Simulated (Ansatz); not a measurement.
**H₇NOSi₂: how energies converge with the basis set**

An exercise on one series of results from a longer session: the logs are not shown, and one member is left open.

Program: Ansatz 0.2.0, Gaussian basis. Level of theory: one geometry, several basis sets. These are calculated values, not measurements.

The runs, in order: PBE0-D4/def2-SVP; ωB97M-V/def2-SVP; PBE0-D4/def2-QZVPP; ωB97M-V/def2-QZVPP; the functionals' def2-TZVPP values are taken from earlier runs.

## Structure used throughout

All runs share one geometry, relaxed beforehand with PBE0-D4 in a triple-zeta def2 set.

SMILES `O[SiH2]N[SiH3]`, 11 atoms, charge 0, spin multiplicity 1.

Atoms are counted from 1 here; the program's logs count them from 0.

Bond lengths: O1–Si2 1.645 Å, O1–H5 0.958 Å, Si2–N3 1.719 Å, Si2–H6 1.480 Å, Si2–H7 1.485 Å, N3–Si4 1.727 Å, N3–H8 1.012 Å, Si4–H9 1.489 Å, Si4–H10 1.484 Å, Si4–H11 1.489 Å. Angles: Si2–O1–H5 117.5°, O1–Si2–N3 114.1°, O1–Si2–H6 103.1°, O1–Si2–H7 111.4°, N3–Si2–H6 110.9°, N3–Si2–H7 105.4°, H6–Si2–H7 112.3°, Si2–N3–Si4 129.0°, Si2–N3–H8 115.4°, Si4–N3–H8 115.5°, N3–Si4–H9 112.6°, N3–Si4–H10 107.5°, N3–Si4–H11 110.9°, H9–Si4–H10 109.1°, H9–Si4–H11 107.3°, H10–Si4–H11 109.5°.

Set-up of the first run:

in.yaml reads:

```yaml
crystal:
  periodic: [false, false, false]
  atoms:
    - {symbol: O, position_ang: [-1.209971, 2.153174, -0.375617]}
    - {symbol: Si, position_ang: [-0.478116, 0.818150, -0.999653]}
    - {symbol: N, position_ang: [-0.459450, -0.533040, 0.063470]}
    - {symbol: Si, position_ang: [0.882044, -1.264519, 0.869123]}
    - {symbol: H, position_ang: [-0.836891, 2.530539, 0.422404]}
    - {symbol: H, position_ang: [-1.284256, 0.527867, -2.206530]}
    - {symbol: H, position_ang: [0.946546, 1.084218, -1.324270]}
    - {symbol: H, position_ang: [-1.359124, -0.962033, 0.236700]}
    - {symbol: H, position_ang: [1.194408, -2.621128, 0.341795]}
    - {symbol: H, position_ang: [2.058124, -0.382291, 0.666840]}
    - {symbol: H, position_ang: [0.611989, -1.408037, 2.326236]}
basis:
  gaussian: {orbitals: def2-SVP}
hamiltonian: {xc: pbe0, dispersion: d4}
output: {orbitals: {seedname: orbitals}}
```

The run is started by

```console
$ ansatz run in.yaml --threads 4 --pin off --events-out ev --progress --plain --max-ram 10444MiB
```

Steps of the session up to this table: PBE0-D4 in def2-SVP; ωB97M-V in def2-SVP; PBE0-D4 in def2-QZVPP; ωB97M-V in def2-QZVPP.

One table of the session follows, with a row left open; its other results are not shown here.

It belongs to the step «Density functionals: the series». 

```
functional       basis  HOMO (eV)  LUMO (eV)
   PBE0-D4    def2-SVP      -7.63       0.74
   PBE0-D4  def2-TZVPP          ?          ?
   PBE0-D4  def2-QZVPP      -7.80      -0.08
   ωB97M-V    def2-SVP      -9.91       2.56
   ωB97M-V  def2-TZVPP     -10.09       1.68
   ωB97M-V  def2-QZVPP     -10.11       1.23
```

**Question.** Estimate the row for PBE0-D4, def2-TZVPP.

As computed: HOMO (eV): -7.77; LUMO (eV): 0.14. In the column «HOMO (eV)» it lies between PBE0-D4, def2-QZVPP (-7.80) and PBE0-D4, def2-SVP (-7.63).
